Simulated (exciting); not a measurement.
Wanted: the native input for an exciting (release sodium) run.

| Property | Result |
| --- | --- |
| Task | real-space fields |
| Functional | revPBE |
| Dispersion | TS |
| Potentials or basis | all-electron LAPW+lo, shipped species files, valence relativity iora* |
| rgkmax | 8 |
| k mesh | 8 × 8 × 8 |
| Occupations | methfessel-paxton, width 0.1 eV |
| Spin | spin-orbit coupling, no magnetisation |
| outputlevel | high |
| gmaxvr (cutoff of density and potential) | 14 1/bohr |
| lmaxapw (and lmaxmat) | 10 |
| lmaxvr | 8 |
| nempty | 54 |
| Valence relativity | iora* |
| epsengy | 1e-05 Ha |
| epspot | 1e-05 Ha |
| maxscl | 60 |
| Muffin-tin radii | Ru 2.3, Au 2.3 bohr |

The system is RuAu.

```
Ru Au
1.0
     3.16481    0.00000    0.00000
     0.00000    3.16481    0.00000
     0.00000    0.00000    3.16481
Ru Au
1 1
Direct
  0.00000 0.00000 0.00000
  0.50000 0.50000 0.50000
```

The cell was built by a generator and needn't be a form met in nature.

These files were run (other wordings do the same):

input.xml

```xml
<input>
  <title>RuAu</title>
  <structure speciespath="./" tshift="false" cartesian="true">
    <crystal scale="5.9806241365">
      <basevect>0.999999999996 0.000000000000 0.000000000000</basevect>
      <basevect>0.000000000000 0.999999999996 0.000000000000</basevect>
      <basevect>0.000000000000 0.000000000000 0.999999999996</basevect>
    </crystal>
    <species speciesfile="Ru.xml" rmt="2.3">
      <atom coord="0.000000000000 0.000000000000 0.000000000000"/>
    </species>
    <species speciesfile="Au.xml" rmt="2.3">
      <atom coord="2.990312068238 2.990312068238 2.990312068238"/>
    </species>
  </structure>
  <groundstate do="fromscratch" ngridk="8 8 8" rgkmax="8" gmaxvr="14" lmaxapw="10" lmaxmat="10" lmaxvr="8" xctype="GGA_PBE_R" stype="Methfessel-Paxton 1" swidth="0.00367493" nempty="54" ValenceRelativity="iora*" epsengy="1e-05" epspot="1e-05" maxscl="60" outputlevel="high" beta0="0.1">
    <spin spinorb="true"/>
  </groundstate>
  <properties>
    <chargedensityplot>
      <plot3d>
        <box grid="16 16 16">
          <origin coord="0 0 0"/>
          <point coord="1 0 0"/>
          <point coord="0 1 0"/>
          <point coord="0 0 1"/>
        </box>
      </plot3d>
    </chargedensityplot>
    <elfplot>
      <plot3d>
        <box grid="16 16 16">
          <origin coord="0 0 0"/>
          <point coord="1 0 0"/>
          <point coord="0 1 0"/>
          <point coord="0 0 1"/>
        </box>
      </plot3d>
    </elfplot>
    <exccplot>
      <plot3d>
        <box grid="16 16 16">
          <origin coord="0 0 0"/>
          <point coord="1 0 0"/>
          <point coord="0 1 0"/>
          <point coord="0 0 1"/>
        </box>
      </plot3d>
    </exccplot>
    <TSvdW/>
  </properties>
</input>
```

Potentials or basis: all-electron LAPW+lo, shipped species files, valence relativity iora*.

Run with:

```console
$ OMP_NUM_THREADS=1 exciting_smp
```

Results of the run:

The band gap on the k mesh is none (metal or under the smearing width). The all electrons inside the program's atomic spheres are Ru 41.88; Au 76.81 (radii Ru 2.3, Au 2.3 bohr), the dispersion energy per atom is -0.595 eV and the density of states at the Fermi level is 3.74 states/eV per cell.

Caveat: total energies with spin-orbit coupling aren't reliable in this program, so none is listed and the log's shouldn't be used; the dispersion energy is computed afterwards and isn't part of the total energy.

Wall time 6.7 min on 1 thread of Arm Neoverse V1 (shared host), peak memory 0.16 GiB.
